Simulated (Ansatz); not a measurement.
# Molecular dynamics of Li

Input file:

```yaml
crystal:
  lattice:
    - [7.312873, 0.0, 0.0]
    - [0.0, 7.312873, 0.0]
    - [0.0, 0.0, 7.312873]
  atoms:
    - { symbol: Li, position: [0.0, 0.0, 0.0] }
    - { symbol: Li, position: [0.5, 0.0, 0.0] }
    - { symbol: Li, position: [0.0, 0.5, 0.0] }
    - { symbol: Li, position: [0.0, 0.0, 0.5] }
    - { symbol: Li, position: [0.25, 0.25, 0.25] }
    - { symbol: Li, position: [0.5, 0.5, 0.0] }
    - { symbol: Li, position: [0.5, 0.0, 0.5] }
    - { symbol: Li, position: [0.75, 0.25, 0.25] }
    - { symbol: Li, position: [0.0, 0.5, 0.5] }
    - { symbol: Li, position: [0.25, 0.75, 0.25] }
    - { symbol: Li, position: [0.25, 0.25, 0.75] }
    - { symbol: Li, position: [0.5, 0.5, 0.5] }
    - { symbol: Li, position: [0.75, 0.75, 0.25] }
    - { symbol: Li, position: [0.75, 0.25, 0.75] }
    - { symbol: Li, position: [0.25, 0.75, 0.75] }
    - { symbol: Li, position: [0.75, 0.75, 0.75] }
basis:
  ecutwfc: 420.0
kpoints:
  mp_grid: { grid: [2, 2, 2] }
hamiltonian:
  xc: pbesol
scf:
  occupations: { method: fermi_dirac, width: 0.16 }
  lower_state_search: "off"
md:
  timestep: 1
  n_steps: 120
  ensemble: nvt_langevin
  temperature: 1800.0
  initial_velocities: maxwell_boltzmann
  seed: 430115
  friction: 0.02
```

Command:

```bash
$ ansatz run input.yaml --threads 1 --pin off --max-ram 3072MiB --backend cpu --events-out ev --progress --plain --runs-dir out
```

It starts from a structure without forces on its atoms.

Output, in part (one step line in 2):

```
md step     0: t =     0.00 fs  T =  1687.5 K  F+E_penalty+E_count = -3247.64100302 eV  E_kin = 3.490020 eV  (6 SCF iters)
md step     2: t =     2.00 fs  T =  1539.0 K  F+E_penalty+E_count = -3247.62153619 eV  E_kin = 3.182953 eV  (6 SCF iters)
md step     4: t =     4.00 fs  T =  1739.6 K  F+E_penalty+E_count = -3247.56495378 eV  E_kin = 3.597776 eV  (6 SCF iters)
md step     6: t =     6.00 fs  T =  1594.8 K  F+E_penalty+E_count = -3247.47548298 eV  E_kin = 3.298254 eV  (5 SCF iters)
md step     8: t =     8.00 fs  T =  1647.7 K  F+E_penalty+E_count = -3247.35921663 eV  E_kin = 3.407687 eV  (5 SCF iters)
md step    10: t =    10.00 fs  T =  1676.8 K  F+E_penalty+E_count = -3247.21361863 eV  E_kin = 3.467918 eV  (6 SCF iters)
md step    12: t =    12.00 fs  T =  1479.3 K  F+E_penalty+E_count = -3247.04239305 eV  E_kin = 3.059435 eV  (5 SCF iters)
md step    14: t =    14.00 fs  T =  1493.3 K  F+E_penalty+E_count = -3246.84473195 eV  E_kin = 3.088290 eV  (5 SCF iters)
md step    16: t =    16.00 fs  T =  1176.6 K  F+E_penalty+E_count = -3246.64404380 eV  E_kin = 2.433393 eV  (5 SCF iters)
md step    18: t =    18.00 fs  T =  1174.0 K  F+E_penalty+E_count = -3246.45258997 eV  E_kin = 2.428097 eV  (4 SCF iters)
md step    20: t =    20.00 fs  T =  1209.3 K  F+E_penalty+E_count = -3246.27236710 eV  E_kin = 2.500926 eV  (6 SCF iters)
md step    22: t =    22.00 fs  T =  1085.9 K  F+E_penalty+E_count = -3246.08652073 eV  E_kin = 2.245746 eV  (5 SCF iters)
md step    24: t =    24.00 fs  T =   900.4 K  F+E_penalty+E_count = -3245.91742891 eV  E_kin = 1.862183 eV  (5 SCF iters)
md step    26: t =    26.00 fs  T =   770.8 K  F+E_penalty+E_count = -3245.75944435 eV  E_kin = 1.594130 eV  (5 SCF iters)
md step    28: t =    28.00 fs  T =   832.2 K  F+E_penalty+E_count = -3245.61057579 eV  E_kin = 1.721091 eV  (5 SCF iters)
md step    30: t =    30.00 fs  T =   868.7 K  F+E_penalty+E_count = -3245.49527668 eV  E_kin = 1.796558 eV  (6 SCF iters)
md step    32: t =    32.00 fs  T =   901.1 K  F+E_penalty+E_count = -3245.42427491 eV  E_kin = 1.863619 eV  (5 SCF iters)
md step    34: t =    34.00 fs  T =  1054.2 K  F+E_penalty+E_count = -3245.40403588 eV  E_kin = 2.180193 eV  (5 SCF iters)
md step    36: t =    36.00 fs  T =  1170.9 K  F+E_penalty+E_count = -3245.40615964 eV  E_kin = 2.421666 eV  (5 SCF iters)
md step    38: t =    38.00 fs  T =  1210.6 K  F+E_penalty+E_count = -3245.41899207 eV  E_kin = 2.503691 eV  (5 SCF iters)
md step    40: t =    40.00 fs  T =  1190.8 K  F+E_penalty+E_count = -3245.42190444 eV  E_kin = 2.462791 eV  (6 SCF iters)
md step    42: t =    42.00 fs  T =  1184.2 K  F+E_penalty+E_count = -3245.42657623 eV  E_kin = 2.449097 eV  (5 SCF iters)
md step    44: t =    44.00 fs  T =  1170.5 K  F+E_penalty+E_count = -3245.45386983 eV  E_kin = 2.420785 eV  (5 SCF iters)
md step    46: t =    46.00 fs  T =  1126.6 K  F+E_penalty+E_count = -3245.47543532 eV  E_kin = 2.330023 eV  (5 SCF iters)
md step    48: t =    48.00 fs  T =  1175.2 K  F+E_penalty+E_count = -3245.50317953 eV  E_kin = 2.430568 eV  (5 SCF iters)
md step    50: t =    50.00 fs  T =  1226.3 K  F+E_penalty+E_count = -3245.52067569 eV  E_kin = 2.536211 eV  (6 SCF iters)
md step    52: t =    52.00 fs  T =  1202.1 K  F+E_penalty+E_count = -3245.50132077 eV  E_kin = 2.486178 eV  (5 SCF iters)
md step    54: t =    54.00 fs  T =  1124.6 K  F+E_penalty+E_count = -3245.45944144 eV  E_kin = 2.325787 eV  (5 SCF iters)
md step    56: t =    56.00 fs  T =  1143.5 K  F+E_penalty+E_count = -3245.41769233 eV  E_kin = 2.364884 eV  (5 SCF iters)
md step    58: t =    58.00 fs  T =  1383.5 K  F+E_penalty+E_count = -3245.36031533 eV  E_kin = 2.861380 eV  (5 SCF iters)
md step    60: t =    60.00 fs  T =  1327.9 K  F+E_penalty+E_count = -3245.30148407 eV  E_kin = 2.746344 eV  (6 SCF iters)
md step    62: t =    62.00 fs  T =  1473.1 K  F+E_penalty+E_count = -3245.23403914 eV  E_kin = 3.046675 eV  (5 SCF iters)
md step    64: t =    64.00 fs  T =  1617.0 K  F+E_penalty+E_count = -3245.15922055 eV  E_kin = 3.344255 eV  (5 SCF iters)
md step    66: t =    66.00 fs  T =  1445.4 K  F+E_penalty+E_count = -3245.07432706 eV  E_kin = 2.989357 eV  (5 SCF iters)
md step    68: t =    68.00 fs  T =  1601.0 K  F+E_penalty+E_count = -3244.98435843 eV  E_kin = 3.311205 eV  (5 SCF iters)
md step    70: t =    70.00 fs  T =  1490.8 K  F+E_penalty+E_count = -3244.89329279 eV  E_kin = 3.083281 eV  (6 SCF iters)
md step    72: t =    72.00 fs  T =  1739.4 K  F+E_penalty+E_count = -3244.81136856 eV  E_kin = 3.597294 eV  (5 SCF iters)
md step    74: t =    74.00 fs  T =  1737.4 K  F+E_penalty+E_count = -3244.70099359 eV  E_kin = 3.593296 eV  (5 SCF iters)
md step    76: t =    76.00 fs  T =  1547.7 K  F+E_penalty+E_count = -3244.59576260 eV  E_kin = 3.200814 eV  (5 SCF iters)
md step    78: t =    78.00 fs  T =  1486.7 K  F+E_penalty+E_count = -3244.50796056 eV  E_kin = 3.074682 eV  (5 SCF iters)
md step    80: t =    80.00 fs  T =  1506.8 K  F+E_penalty+E_count = -3244.44550610 eV  E_kin = 3.116340 eV  (6 SCF iters)
md step    82: t =    82.00 fs  T =  1586.0 K  F+E_penalty+E_count = -3244.33630027 eV  E_kin = 3.280100 eV  (5 SCF iters)
md step    84: t =    84.00 fs  T =  1772.4 K  F+E_penalty+E_count = -3244.22153029 eV  E_kin = 3.665586 eV  (5 SCF iters)
md step    86: t =    86.00 fs  T =  1760.1 K  F+E_penalty+E_count = -3244.13355341 eV  E_kin = 3.640223 eV  (5 SCF iters)
md step    88: t =    88.00 fs  T =  1430.4 K  F+E_penalty+E_count = -3244.07864299 eV  E_kin = 2.958198 eV  (5 SCF iters)
md step    90: t =    90.00 fs  T =  1420.3 K  F+E_penalty+E_count = -3244.04871307 eV  E_kin = 2.937305 eV  (6 SCF iters)
md step    92: t =    92.00 fs  T =  1571.5 K  F+E_penalty+E_count = -3244.04976947 eV  E_kin = 3.250126 eV  (5 SCF iters)
md step    94: t =    94.00 fs  T =  1640.1 K  F+E_penalty+E_count = -3244.06795687 eV  E_kin = 3.391909 eV  (5 SCF iters)
md step    96: t =    96.00 fs  T =  1830.3 K  F+E_penalty+E_count = -3244.11922685 eV  E_kin = 3.785373 eV  (5 SCF iters)
md step    98: t =    98.00 fs  T =  1858.3 K  F+E_penalty+E_count = -3244.19393418 eV  E_kin = 3.843191 eV  (5 SCF iters)
md step   100: t =   100.00 fs  T =  1690.2 K  F+E_penalty+E_count = -3244.26233795 eV  E_kin = 3.495509 eV  (6 SCF iters)
md step   102: t =   102.00 fs  T =  1931.4 K  F+E_penalty+E_count = -3244.31534951 eV  E_kin = 3.994359 eV  (5 SCF iters)
md step   104: t =   104.00 fs  T =  2040.7 K  F+E_penalty+E_count = -3244.35214809 eV  E_kin = 4.220487 eV  (5 SCF iters)
md step   106: t =   106.00 fs  T =  1909.9 K  F+E_penalty+E_count = -3244.33702952 eV  E_kin = 3.949922 eV  (5 SCF iters)
md step   108: t =   108.00 fs  T =  1850.4 K  F+E_penalty+E_count = -3244.30505327 eV  E_kin = 3.826991 eV  (5 SCF iters)
md step   110: t =   110.00 fs  T =  1913.0 K  F+E_penalty+E_count = -3244.25606294 eV  E_kin = 3.956415 eV  (6 SCF iters)
md step   112: t =   112.00 fs  T =  1936.3 K  F+E_penalty+E_count = -3244.18637604 eV  E_kin = 4.004553 eV  (5 SCF iters)
md step   114: t =   114.00 fs  T =  2074.0 K  F+E_penalty+E_count = -3244.14597358 eV  E_kin = 4.289357 eV  (5 SCF iters)
md step   116: t =   116.00 fs  T =  2025.9 K  F+E_penalty+E_count = -3244.10317603 eV  E_kin = 4.189876 eV  (5 SCF iters)
md step   118: t =   118.00 fs  T =  1806.3 K  F+E_penalty+E_count = -3244.04090583 eV  E_kin = 3.735714 eV  (5 SCF iters)
md step   120: t =   120.00 fs  T =  1962.2 K  F+E_penalty+E_count = -3244.02178964 eV  E_kin = 4.058127 eV  (6 SCF iters)
```

The run went to its last step. A run of 0.12 ps of so small a system gives no equilibrium averages. Limits of this set-up: coarse k mesh.

Mean squared displacements from the first frame to the last, about the centre of mass: Li 1.20 Å².

Last frame:

```xyz
16
Lattice="7.3129 0.0000 0.0000 0.0000 7.3129 0.0000 0.0000 0.0000 7.3129" Properties=species:S:1:pos:R:3
Li 0.045 0.217 -0.066
Li 3.980 0.089 -0.635
Li -0.818 4.621 0.455
Li 0.953 -0.278 3.151
Li 2.850 1.490 0.929
Li 3.594 3.043 -0.319
Li 2.858 0.837 3.804
Li 6.481 2.296 1.653
Li -0.732 4.354 3.629
Li 2.403 5.457 1.610
Li 0.966 1.985 5.889
Li 3.904 3.617 2.420
Li 4.699 6.752 1.848
Li 6.089 1.532 4.973
Li 0.885 5.119 5.431
Li 3.629 4.729 5.167
```

Run time: 7.3 min on 1 CPU thread of a shared host.
